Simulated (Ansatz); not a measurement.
# ClFGeH4OSi: basis-set convergence

An exercise on one series of results from a longer session: the logs are not shown, and one member is left open.

Computed with Ansatz 0.2.0, Gaussian basis. Level: one geometry, several basis sets.

Levels to be run: PBE0-D4/def2-SVP; ωB97M-V/def2-SVP; PBE0-D4/def2-QZVPP; ωB97M-V/def2-QZVPP; the functionals' def2-TZVPP values are taken from earlier runs.

### The relaxed structure

All runs share one geometry, relaxed beforehand with PBE0-D4 in a triple-zeta def2 set.

SMILES `F[SiH](Cl)[O][GeH3]`, 9 atoms, charge 0, spin multiplicity 1.

Atoms are counted from 1 here; the program's logs count them from 0.

Bond lengths: F1–Si2 1.587 Å, Si2–Cl3 2.045 Å, Si2–O4 1.600 Å, Si2–H6 1.468 Å, O4–Ge5 1.791 Å, Ge5–H7 1.531 Å, Ge5–H8 1.534 Å, Ge5–H9 1.533 Å. Angles: F1–Si2–Cl3 106.3°, F1–Si2–O4 110.7°, F1–Si2–H6 108.3°, Cl3–Si2–O4 110.7°, Cl3–Si2–H6 109.9°, O4–Si2–H6 110.8°, Si2–O4–Ge5 136.9°, O4–Ge5–H7 104.6°, O4–Ge5–H8 108.2°, O4–Ge5–H9 107.1°, H7–Ge5–H8 112.3°, H7–Ge5–H9 112.3°, H8–Ge5–H9 112.0°.

The first run:

in.yaml reads:

```yaml
crystal:
  periodic: [false, false, false]
  atoms:
    - {symbol: F, position_ang: [-0.256834, 1.652168, 1.843735]}
    - {symbol: Si, position_ang: [0.490588, 1.385061, 0.469036]}
    - {symbol: Cl, position_ang: [-0.680304, 2.208219, -0.992186]}
    - {symbol: O, position_ang: [0.679727, -0.184966, 0.224245]}
    - {symbol: Ge, position_ang: [-0.309987, -1.538762, -0.404731]}
    - {symbol: H, position_ang: [1.789539, 2.066874, 0.510223]}
    - {symbol: H, position_ang: [0.342125, -2.795282, 0.177591]}
    - {symbol: H, position_ang: [-1.749589, -1.348280, 0.088922]}
    - {symbol: H, position_ang: [-0.216766, -1.491431, -1.933935]}
basis:
  gaussian: {orbitals: def2-SVP}
hamiltonian: {xc: pbe0, dispersion: d4}
output: {orbitals: {seedname: orbitals}}
```

On the command line:

```sh
> ansatz run in.yaml --threads 4 --pin off --events-out ev --progress --plain --max-ram 10444MiB
```

Steps of the session up to this table: PBE0-D4 in def2-SVP; ωB97M-V in def2-SVP; PBE0-D4 in def2-QZVPP; ωB97M-V in def2-QZVPP.

One of the session's tables, all rows but one given; the rest of the session is left out.

It belongs to the step «Functionals by basis». 

| functional | basis | HOMO (eV) | LUMO (eV) |
| --- | --- | --- | --- |
| PBE0-D4 | def2-SVP | -9.12 | 0.03 |
| PBE0-D4 | def2-TZVPP | -9.23 | -0.19 |
| PBE0-D4 | def2-QZVPP | -9.25 | -0.41 |
| ωB97M-V | def2-SVP | -11.38 | 1.94 |
| ωB97M-V | def2-TZVPP | ? | ? |
| ωB97M-V | def2-QZVPP | -11.56 | 1.16 |

**Question.** Estimate the row for ωB97M-V, def2-TZVPP.

As computed: HOMO (eV): -11.54; LUMO (eV): 1.64. In the column «HOMO (eV)» it lies between ωB97M-V, def2-QZVPP (-11.56) and ωB97M-V, def2-SVP (-11.38).
